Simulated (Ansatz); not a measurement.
# SiBClO: single points off equilibrium

A test off equilibrium: a structure displaced at random from a GFN2-xTB minimum is computed at several levels, and each is set against CCSD(T).

Program: Ansatz 0.2.0, Gaussian basis. Level of theory: single points in def2-TZVPP. These are calculated values, not measurements.

Cores are frozen in the correlated methods. B3LYP uses VWN-RPA correlation.

## (1) Starting geometry

SMILES `O=[Si]=BCl`, 4 atoms, charge 0, spin multiplicity 1.

Atoms are counted from 1 here; the program's logs count them from 0.

Bond lengths: O1–Si2 1.430 Å, Si2–B3 1.831 Å, B3–Cl4 1.697 Å. Angles: O1–Si2–B3 152.6°, Si2–B3–Cl4 141.3°.

Coordinates:

```xyz
4
BClOSi
O     1.4610   -0.7585    1.6386
Si    0.6584   -0.1233    0.6405
B    -0.6694   -0.1227   -0.6209
Cl   -1.4134    0.8915   -1.7602
```

## (2) CCSD(T)/def2-TZVPP

run/in.yaml

```yaml
crystal:
  periodic: [false, false, false]
  atoms:
    - {symbol: O, position_ang: [1.461000, -0.758500, 1.638600]}
    - {symbol: Si, position_ang: [0.658400, -0.123300, 0.640500]}
    - {symbol: B, position_ang: [-0.669400, -0.122700, -0.620900]}
    - {symbol: Cl, position_ang: [-1.413400, 0.891500, -1.760200]}
basis:
  gaussian: {orbitals: def2-TZVPP}
correlation: {method: ccsd_t}
output: {forces: true}
```

The command line of these runs was not kept.

## (3) PBE0-D4/def2-TZVPP

Changes to run/in.yaml since step 2:

```diff
@@ -9,3 +9,3 @@
   gaussian: {orbitals: def2-TZVPP}
-correlation: {method: ccsd_t}
-output: {forces: true}
+hamiltonian: {xc: pbe0, dispersion: d4}
+output: {forces: true, orbitals: {seedname: orbitals}}
```

## (4) wB97M-V/def2-TZVPP

Changes to run/in.yaml since step 3:

```diff
@@ -9,3 +9,3 @@
   gaussian: {orbitals: def2-TZVPP}
-hamiltonian: {xc: pbe0, dispersion: d4}
-output: {forces: true, orbitals: {seedname: orbitals}}
+hamiltonian: {xc: {name: wB97M-V}}
+output: {forces: true}
```

## (5) r2SCAN-D4/def2-TZVPP

Changes to run/in.yaml since step 4:

```diff
@@ -9,3 +9,3 @@
   gaussian: {orbitals: def2-TZVPP}
-hamiltonian: {xc: {name: wB97M-V}}
+hamiltonian: {xc: r2scan, dispersion: d4}
 output: {forces: true}
```

## (6) PBE-D4/def2-TZVPP

Changes to run/in.yaml since step 5:

```diff
@@ -9,3 +9,3 @@
   gaussian: {orbitals: def2-TZVPP}
-hamiltonian: {xc: r2scan, dispersion: d4}
+hamiltonian: {xc: pbe, dispersion: d4}
 output: {forces: true}
```

## (7) B3LYP-D4/def2-TZVPP

Changes to run/in.yaml since step 6:

```diff
@@ -9,3 +9,3 @@
   gaussian: {orbitals: def2-TZVPP}
-hamiltonian: {xc: pbe, dispersion: d4}
+hamiltonian: {xc: {name: B3LYP}, dispersion: d4}
 output: {forces: true}
```

## (8) r2SCANh-D4/def2-TZVPP

Changes to run/in.yaml since step 7:

```diff
@@ -9,3 +9,3 @@
   gaussian: {orbitals: def2-TZVPP}
-hamiltonian: {xc: {name: B3LYP}, dispersion: d4}
+hamiltonian: {xc: {name: r2SCANh}, dispersion: d4}
 output: {forces: true}
```

(Steps that only read results are left out.)

Q: Predict the outcome of this session. Wanted: energy less free atoms, CCSD(T)/def2-TZVPP; RMS force component; RMS force error; HOMO and LUMO, PBE0-D4; T1 diagnostic.

As calculated:

| quantity | value |
| --- | --- |
| energy less free atoms, CCSD(T)/def2-TZVPP | -12.097 eV |
| RMS force component | 2.485 to 3.005 eV/Å over the methods |
| RMS force error | PBE0-D4 0.301, wB97M-V 0.330, r2SCAN-D4 0.120, PBE-D4 0.259, B3LYP-D4 0.199, r2SCANh-D4 0.252 eV/Å |
| HOMO and LUMO, PBE0-D4 | -6.05 and -4.15 eV |
| T1 diagnostic | 0.023 |

What this shows: Against CCSD(T) the functionals' energies less atoms differ by -1.537 to -0.581 eV, PBE-D4 by -1.537 eV. The reference is not at the basis limit: in triple zeta CCSD(T) underbinds, which counts against methods that bind more; the gaps are no ranking. On forces the order runs from r2SCAN-D4 to wB97M-V. Frozen-core CCSD(T) forces in triple zeta carry basis errors of their own, and this is one geometry, so small gaps rank nothing. The restricted Hartree–Fock reference is unstable towards an unrestricted one at one or more of these structures.
